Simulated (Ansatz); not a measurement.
# KB6Rh2: the cost of one run

Computed with Ansatz 0.2.0 (DFT PBE, scalar-relativistic, plane waves, PAW, unless a step's input says otherwise).

1 further run of the same task is left out (it didn't finish).

## 1. The system as given

Symmetry: Fm-3m, No. 225, cubic system. The conventional cell has a = 7.552 Å, b = 7.552 Å, c = 7.552 Å, α = 90.00°, β = 90.00°, γ = 90.00°. K (site symmetry m-3m) is surrounded by 12 B at 2.67 Å. B (site symmetry mmm) is surrounded by 2 Rh at 1.89 Å and 2 K at 2.67 Å. Rh (site symmetry -43m) has 6 B at 1.89 Å as nearest neighbours.

Structure file:

```
K B Rh
1.0
     0.00000    3.77591    3.77591
     3.77591    0.00000    3.77591
     3.77591    3.77591    0.00000
K B Rh
1 6 2
Direct
  0.50000 0.50000 0.50000
  0.50000 0.00000 0.00000
  0.00000 0.50000 0.50000
  0.00000 0.50000 0.00000
  0.50000 0.00000 0.50000
  0.00000 0.00000 0.50000
  0.50000 0.50000 0.00000
  0.25000 0.25000 0.25000
  0.75000 0.75000 0.75000
```

The cell is invented: random cell by space group and Wyckoff sites (Fm-3m, No. 225). Lengths come from tabulated atomic sizes and are only a guess.

## 2. A first look at the guess

Contents of input.yaml:

```yaml
crystal:
  lattice:
    - [0.0, 3.77590868, 3.77590868]
    - [3.77590868, 0.0, 3.77590868]
    - [3.77590868, 3.77590868, 0.0]
  atoms:
    - { symbol: K, position: [0.5, 0.5, 0.5] }
    - { symbol: B, position: [0.5, 0.0, 0.0] }
    - { symbol: B, position: [0.0, 0.5, 0.5] }
    - { symbol: B, position: [0.0, 0.5, 0.0] }
    - { symbol: B, position: [0.5, 0.0, 0.5] }
    - { symbol: B, position: [0.0, 0.0, 0.5] }
    - { symbol: B, position: [0.5, 0.5, 0.0] }
    - { symbol: Rh, position: [0.25, 0.25, 0.25] }
    - { symbol: Rh, position: [0.75, 0.75, 0.75] }
basis:
  ecutwfc: 420
kpoints:
  mp_grid: { grid: [4, 4, 4] }
hamiltonian:
  xc: pbe
scf:
  occupations: { method: gaussian, width: 0.1 }
  lower_state_search: "off"
output:
  forces: true
  stress: true
  eigenvalues: true
```

Run with:

```
$ ansatz run input.yaml --threads 1 --pin off --max-ram 2048MiB --backend cpu --events-out ev --progress --plain --runs-dir out
```

What time and memory should one allow on 1 thread of Arm Neoverse V2, shared host?

About 2.1 s, with a peak of 0.35 GiB.
